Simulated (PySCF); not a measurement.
# The bond of TiBr−, level by level

One table from this session's results is given with a row withheld; the runs are named, their logs left out.

Computed with PySCF 2.14.0. Level: Ti def2-TZVPPD, Br def2-TZVPPD, no relativity.

Set-up of the first run:

Settings of the job:

- atoms: Ti, Br
- charge: -1
- basis: Ti def2-TZVPPD, Br def2-TZVPPD
- Hamiltonian: no relativity
- basis functions: 124
- electrons treated: 58
- masses in u: 47.9479, 78.9183
- levels: PBE0, PBE, r²SCAN, TPSSh, BHandHLYP, BP86, revPBE, B97-3, LC-ωPBE, HF, MP2, SCS-MP2
- grid: 80 radial by 434 angular points
- occupations: held fixed by the projection of orbital angular momentum
- dissociation limit: Ti + Br−, each in its ground configuration
- starting distance in angstrom: 2.480
- values of 2S to try: 0, 2, 4

Launch:

```
OMP_NUM_THREADS=2 python dia.py task.json out
```

Steps of the session up to this table: Set-up; PBE0 along the bond; Higher solutions at PBE0; PBE (GGA); r²SCAN; TPSSh (hybrid meta-GGA); BHandHLYP; BP86; revPBE (GGA); B97-3 (global hybrid GGA); LC-ωPBE (range-separated hybrid); ROHF (mean field).

One of the session's tables, all rows but one given; the rest of the session is left out.

It belongs to the step «The curves together». Energy (eV) from each level's lowest point:

| R (Å) | ROHF | ROHF-MP2 | ROHF-SCS-MP2 | PBE | revPBE |
| --- | --- | --- | --- | --- | --- |
| 2.190 | 1.235 | 0.718 | 0.827 | 0.484 | 0.550 |
| 2.291 | 0.677 | 0.331 | 0.403 | 0.186 | 0.229 |
| 2.393 | ? | ? | ? | ? | ? |
| 2.470 | 0.169 | 0.033 | 0.059 | 0.000 | 0.010 |
| 2.546 | 0.070 | 0.000 | 0.010 | 0.002 | 0.000 |
| 2.622 | 0.018 | 0.002 | 0.000 | 0.034 | 0.021 |
| 2.724 | 0.000 | 0.044 | 0.027 | n/a | 0.082 |
| 2.852 | 0.033 | 0.134 | 0.104 | 0.231 | 0.189 |
| 3.004 | 0.117 | 0.268 | 0.226 | 0.396 | 0.340 |
| 3.208 | 0.259 | 0.457 | 0.403 | 0.617 | 0.544 |

**Question.** Estimate the row for R (Å) = 2.393.

Worked estimate for «ROHF». A straight line through the neighbours (2.291, 0.677) and (2.470, 0.169) gives 0.677 + (0.169 − 0.677) × (2.393 − 2.291) / (2.470 − 2.291) = 0.388; a parabola fitted to 4 rows on both sides gives 0.319.

The run gave: ROHF: 0.330; ROHF-MP2: 0.116; ROHF-SCS-MP2: 0.159; PBE: 0.040; revPBE: 0.063. In «ROHF» the line misses by +0.058 and the parabola by -0.011.

To keep in mind: The state is the lowest single determinant that the PBE0 search found; with open d or f shells the true ground state can be another one.
